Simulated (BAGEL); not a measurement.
# HF/3-21G (density fitting with cc-pvqz-jkfit) run of SiCNCl2F (SMILES N#C[Si](F)(Cl)Cl)

What is the energy change on altering one bond length of SiCNCl2F at HF/3-21G (density fitting with cc-pvqz-jkfit)? 

Program for the calculation: BAGEL 1.2.2.

5 further runs of the same task are left out: 5 that didn't finish.

## (1) The structure to begin with

SiCNCl2F: 6 atoms, total charge 0, spin state singlet. SMILES: `N#C[Si](F)(Cl)Cl`. The shape is that of a PBE0-D4/def2-TZVP optimisation.

Bond lengths: N1–C2 1.151 Å, C2–Si3 1.830 Å, Si3–F4 1.572 Å, Si3–Cl5 2.006 Å, Si3–Cl6 2.006 Å. Angles: N1–C2–Si3 179.1°, C2–Si3–F4 107.4°, C2–Si3–Cl5 109.0°, C2–Si3–Cl6 109.0°, F4–Si3–Cl5 109.6°, F4–Si3–Cl6 109.6°, Cl5–Si3–Cl6 112.0°.

## (2) A single-point energy at HF/3-21G (density fitting with cc-pvqz-jkfit)

input.json reads:

```json
{ "bagel" : [

{
  "title" : "molecule",
  "basis" : "3-21g",
  "df_basis" : "cc-pvqz-jkfit",
  "angstrom" : "true",
  "geometry" : [
    { "atom" : "N", "xyz" : [       1.752600,      -1.361000,       1.114200 ] },
    { "atom" : "C", "xyz" : [       0.923100,      -0.763300,       0.585900 ] },
    { "atom" : "Si", "xyz" : [      -0.381900,       0.210300,      -0.249400 ] },
    { "atom" : "F", "xyz" : [      -1.471500,      -0.801900,      -0.758800 ] },
    { "atom" : "Cl", "xyz" : [       0.422900,       1.177100,      -1.812500 ] },
    { "atom" : "Cl", "xyz" : [      -1.203100,       1.474700,       1.074300 ] }
  ]
},

{ "title" : "hf" },

{ "title" : "print", "file" : "orbitals.molden", "orbitals" : "true" }

]}
```

The run is started by

```console
$ BAGEL_NUM_THREADS=1 BAGEL input.json > input.out
```

Log:

```text
* using 1 threads per process

  ===============================================================
  ===============================================================

  *** Geometry ***

  { "atom" : "N", "xyz" : [      3.311934,     -2.571917,      2.105533 ] },
  { "atom" : "C", "xyz" : [      1.744406,     -1.442428,      1.107191 ] },
  { "atom" : "Si", "xyz" : [     -0.721686,      0.397409,     -0.471298 ] },
  { "atom" : "F", "xyz" : [     -2.780732,     -1.515371,     -1.433924 ] },
  { "atom" : "Cl", "xyz" : [      0.799165,      2.224397,     -3.425129 ] },
  { "atom" : "Cl", "xyz" : [     -2.273530,      2.786779,      2.030133 ] },

  Number of auxiliary basis functions:      762

  Since a DF basis is specified, we compute 2- and 3-index integrals:
    o Being stored without compression. Storage requirement is 0.027 GB

  Number of basis functions:       66
  Number of electrons      :       70

    * METHOD: MOLECULE                             0.93

  *** RHF ***

  === Nuclear Repulsion ===
   414.6372201205

      * DIIS with orbital gradients will be used.

  === RHF iteration (3-21g) ===
      0      -1392.59747496          0.02370811           0.24
      1      -1392.70067238          0.02087769           0.21
      2      -1392.83096149          0.00218540           0.18
      3      -1392.83304614          0.00089532           0.19
      4      -1392.83345070          0.00018142           0.19
      5      -1392.83347567          0.00004994           0.18
      6      -1392.83347784          0.00001495           0.18
      7      -1392.83347806          0.00000348           0.18
      8      -1392.83347806          0.00000226           0.17
      9      -1392.83347806          0.00000076           0.16
     10      -1392.83347807          0.00000041           0.19
     11      -1392.83347807          0.00000022           0.23
     12      -1392.83347807          0.00000010           0.20
     13      -1392.83347807          0.00000003           0.21
     14      -1392.83347807          0.00000001           0.18
     15      -1392.83347807          0.00000001           0.18
     16      -1392.83347807          0.00000000           0.19
    * SCF iteration converged.

    * Permanent dipole moment:
           (    0.226861,    -0.194122,     0.147308) a.u.

    * METHOD: HF                                   3.63

    * METHOD: PRINT                                0.01

  ===============================================================
```

Wall time 5.1 s (1 thread of Intel Xeon Platinum 8488C (Sapphire Rapids), shared host); peak memory 0.16 GiB.

## (3) The distorted shape at the same level

input.json reads:

```json
{ "bagel": [

{
  "title": "molecule",
  "basis": "3-21g",
  "df_basis": "cc-pvqz-jkfit",
  "angstrom": "true",
  "geometry": [
    { "atom": "N", "xyz": [       1.108776,      -2.134420,       2.364648 ] },
    { "atom": "C", "xyz": [       0.279276,      -1.536720,       1.836348 ] },
    { "atom": "Si", "xyz": [      -1.025724,      -0.563120,       1.001048 ] },
    { "atom": "F", "xyz": [      -2.115324,      -1.575320,       0.491648 ] },
    { "atom": "Cl", "xyz": [       0.422900,       1.177100,      -1.812500 ] },
    { "atom": "Cl", "xyz": [      -1.846924,       0.701280,       2.324748 ] }
  ]
},

{
  "title": "hf"
},

{
  "title": "print",
  "file": "orbitals.molden",
  "orbitals": "true"
}

]}
```

The run is started by

```console
$ BAGEL_NUM_THREADS=1 BAGEL input.json > input.out
```

Log:

```text
* using 1 threads per process

  ===============================================================
  ===============================================================

  *** Geometry ***

  { "atom" : "N", "xyz" : [      2.095283,     -4.033469,      4.468537 ] },
  { "atom" : "C", "xyz" : [      0.527755,     -2.903980,      3.470195 ] },
  { "atom" : "Si", "xyz" : [     -1.938337,     -1.064143,      1.891707 ] },
  { "atom" : "F", "xyz" : [     -3.997383,     -2.976923,      0.929080 ] },
  { "atom" : "Cl", "xyz" : [      0.799165,      2.224397,     -3.425129 ] },
  { "atom" : "Cl", "xyz" : [     -3.490181,      1.325227,      4.393137 ] },

  Number of auxiliary basis functions:      762

  Since a DF basis is specified, we compute 2- and 3-index integrals:
    o Being stored without compression. Storage requirement is 0.027 GB

  Number of basis functions:       66
  Number of electrons      :       70

    * METHOD: MOLECULE                             0.98

  *** RHF ***

  === Nuclear Repulsion ===
   354.7787169820

      * DIIS with orbital gradients will be used.

  === RHF iteration (3-21g) ===
      0      -1392.32691726          0.02575893           0.21
      1      -1392.28319586          0.02854707           0.20
      2      -1392.66692410          0.00353618           0.20
      3      -1392.67580633          0.00125745           0.20
      4      -1392.67713736          0.00026858           0.19
      5      -1392.67723319          0.00009026           0.20
      6      -1392.67724088          0.00003587           0.19
      7      -1392.67724249          0.00001521           0.19
      8      -1392.67724271          0.00000820           0.19
      9      -1392.67724275          0.00000496           0.19
     10      -1392.67724278          0.00000249           0.20
     11      -1392.67724279          0.00000128           0.19
     12      -1392.67724279          0.00000073           0.19
     13      -1392.67724279          0.00000040           0.19
     14      -1392.67724279          0.00000022           0.18
     15      -1392.67724279          0.00000017           0.22
     16      -1392.67724279          0.00000010           0.16
     17      -1392.67724279          0.00000006           0.16
     18      -1392.67724279          0.00000004           0.22
     19      -1392.67724279          0.00000003           0.19
     20      -1392.67724279          0.00000001           0.18
     21      -1392.67724279          0.00000001           0.18
    * SCF iteration converged.

    * Permanent dipole moment:
           (    0.986702,     0.784299,    -1.599665) a.u.

    * METHOD: HF                                   4.60

    * METHOD: PRINT                                0.01

  ===============================================================
```

Wall time 6 s (1 thread of Intel Xeon Platinum 8488C (Sapphire Rapids), shared host); peak memory 0.16 GiB.

## (4) Outcome

Level: HF/3-21G (density fitting with cc-pvqz-jkfit).

| quantity | value |
| --- | --- |
| first shape: total energy | -1392.83348 Eh |
| first shape: dipole moment | 0.85 D |
| first shape: HOMO energy | -13.91 eV |
| first shape: LUMO energy | 2.24 eV |
| first shape: HOMO–LUMO gap | 16.15 eV |
| distorted shape: total energy | -1392.67724 Eh |
| distorted shape: dipole moment | 5.18 D |
| distorted shape: HOMO energy | -10.36 eV |
| distorted shape: LUMO energy | -3.62 eV |
| distorted shape: HOMO–LUMO gap | 6.74 eV |
| energy change with the Si3–Cl5 bond stretched from 2.006 to 3.611 Å | 4.251 eV |

What this shows: One bond (distorted shape) is far stretched, which a spin-restricted single reference describes badly; a broken-symmetry solution may lie lower. With the Si3–Cl5 bond stretched from 2.006 to 3.611 Å the energy rises by 4.25 eV (410 kJ/mol). The first shape isn't relaxed at this level, so the change isn't measured from a minimum. A restricted reference can't describe the breaking bond well at this length.
